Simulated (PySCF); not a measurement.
# C₄H₅FS₂: magnetic properties

Computed with PySCF 2.14.0 and routines of our own; the level stands in each step. Atoms count from 0.

### Step 1. The system as given

12 atoms, charge 0, multiplicity 1; geometry from: GFN2-xTB.

### Step 2. Magnetic properties: GIAO wB97X-D/pcSseg-1

The job: settings as JSON, then the geometry in Å.

```
{"job": {"kind": "mag", "xc": "wB97X-D", "basis": "pcSseg-1", "isotopologues": 2}, "charge": 0, "multiplicity": 1}
F      1.080472    -1.739998    -1.168330
C      0.818625    -0.756151    -0.285752
C      1.763667     0.105145     0.074544
S      1.266270     1.393732     1.170415
S     -0.330387     2.100179     0.080833
C     -1.323542     0.575739    -0.184007
C     -0.581397    -0.699801     0.228716
H      2.786043     0.075468    -0.256823
H     -1.543587     0.571227    -1.251131
H     -2.251788     0.672149     0.378164
H     -1.138097    -1.564498    -0.135111
H     -0.545080    -0.733876     1.322456
```

With the program's defaults for keys left out, this is: GIAO wB97X-D/pcSseg-1 magnetisability, rotational g tensor and spin-rotation constants, non-relativistic, gas phase.

Launch:

```console
> OMP_NUM_THREADS=1 python excited_run.py task.json out
```

The driver reads the jobs from task.json and runs them one after another.

**Question.** How long does this first job take on 1 thread of Arm Neoverse V1, shared host, and how much memory does it need?

About 28 s, with a peak of 0.77 GiB.
